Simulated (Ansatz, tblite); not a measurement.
# KSrBr$_{3}$ with GFN2-xTB from a Python script

These are simulated results from tblite 0.8.0, not measurements. The cell was built from a prototype and was relaxed with r2SCAN in plane waves (Ansatz 0.2.0). It may be hypothetical. All runs are without spin polarisation.

Space group Pm-3m (No. 221), cubic; a = 5.938 Å in the conventional setting, 41.88 Å³ an atom. Around K lie 12 Br at 4.20 Å; around Sr lie 6 Br at 2.97 Å; around Br lie 2 Sr at 2.97 Å and 4 K at 4.20 Å.

tblite solves periodic systems at the zone centre alone, so the script builds a cluster of 2×2×2 conventional cells (40 atoms), which folds in a coarse mesh of k points.

The script, run.py:

```python
import json
from ase import Atoms
from ase.build import make_supercell
from ase.units import Bohr, GPa, Hartree
from tblite.interface import Calculator

atoms = Atoms(['K', 'Sr', 'Br', 'Br', 'Br'],
              cell=[[5.93804594, 0.0, 0.0], [0.0, 5.93804594, 0.0], [0.0, 0.0, 5.93804594]],
              scaled_positions=[[0.0, 0.0, 0.0], [0.5, 0.5, 0.5], [0.5, 0.5, 0.0], [0.5, 0.0, 0.5], [0.0, 0.5, 0.5]],
              pbc=True)
cluster = make_supercell(atoms, [[2, 0, 0], [0, 2, 0], [0, 0, 2]])
calc = Calculator('GFN2-xTB', cluster.numbers, cluster.positions / Bohr, lattice=cluster.cell[:] / Bohr, periodic=cluster.pbc)
calc.set('temperature', 0.02 / Hartree)
calc.set('max-iter', 150)
res = calc.singlepoint()
levels = res.get('orbital-energies') * Hartree
nv = round(res.get('orbital-occupations').sum() / 2)
cells = len(cluster) // len(atoms)
out = {'energy_per_cell': res.get('energy') * Hartree / cells, 'homo': levels[nv - 1], 'lumo': levels[nv],
       'stress': (-res.get('virial') * Hartree / cluster.get_volume() / GPa).tolist(), 'charges': res.get('charges')[:len(atoms)].tolist(), 'electrons': 2 * nv / cells}
json.dump(out, open('results.json', 'w'))
for key, value in out.items():
    print(key, value)
```

Command: `python run.py`. It took 2.2 s on 1 thread of Arm Neoverse V2, on a shared host, peak memory 0.1 GiB.

What it printed:

```
------------------------------------------------------------
  cycle        total energy    energy error   density error
------------------------------------------------------------
      1     -102.9841162782  -1.0304009E+02   3.7116358E-01
      2     -105.1200462972  -2.1359300E+00   1.9260073E-01
      3     -102.9613455190   2.1587008E+00   1.7014529E-01
      4     -105.7657345974  -2.8043891E+00   1.1231893E-01
      5     -106.0726792716  -3.0694467E-01   7.9720136E-02
      6     -106.2126785966  -1.3999932E-01   6.2543611E-02
      7     -106.3822677259  -1.6958913E-01   3.3171317E-03
      8     -106.3825282405  -2.6051456E-04   2.3096528E-03
      9     -106.3826650638  -1.3682331E-04   3.1346496E-04
     10     -106.3826748570  -9.7932329E-06   7.2545995E-05
     11     -106.3826748367   2.0292660E-08   4.6236487E-05
     12     -106.3826749446  -1.0785708E-07   2.5068099E-05
     13     -106.3826749699  -2.5363263E-08   1.4681908E-05
------------------------------------------------------------

 total:                                   1.667 sec
energy_per_cell -361.8525043639193
homo -11.866334416773391
lumo -8.52202874017408
stress [[0.3885607559110745, 3.342495365789294e-06, 3.3416198535982126e-06], [3.342495365635822e-06, 0.38856075591142053, 3.3319836175706035e-06], [3.34161985358328e-06, 3.3319836175509867e-06, 0.388560755911448]]
charges [0.6889876659072689, 0.6745401281761317, -0.4545091436582969, -0.4545091436585245, -0.4545091436584794]
electrons 24.0
```

The cycle table is in hartree for the whole cluster, and the lines after it are in eV (the energy for one cell). The printed stress is in GPa and positive in compression, and the pressure is its mean diagonal.

GFN2-xTB gives a gap of 3.34 eV. On the same cell, plane-wave PBE (Ansatz, 4×4×4 k points and the special points) gives a gap of 3.75 eV and r2SCAN a gap of 4.44 eV; on shared hosts these took about 3.6 and 9.4 core-seconds on the 5-atom cell, against 2.2 for the script. Semilocal gaps usually lie below measured ones. xTB was fitted to molecules, so gaps, charges and pressures of solids can be far off, and the gap also depends on the size of the cluster.

The same script was run on cells scaled at fixed shape and fractional coordinates:

| volume (Å³/atom) | energy (meV/atom) | pressure (GPa, positive in compression) | gap (eV) |
| --- | --- | --- | --- |
| 36.85 | 42.6 | 2.49 | 4.16 |
| 39.36 | 13.0 | 1.29 | 3.72 |
| 41.88 | 0.0 | 0.39 | 3.34 |
| 44.39 | -0.4 | -0.30 | 3.01 |
| 46.90 | 8.1 | -0.73 | 2.72 |

A Birch-Murnaghan fit puts the minimum at 43.23 Å³/atom, 3.2 % above the given cell, with a bulk modulus of 11.4 GPa at fixed shape.

xTB was fitted mostly to molecules, and a small cluster samples few k points, so gaps, pressures and kinks along a curve can be far from a solid's.

Spin-orbit coupling is left out.
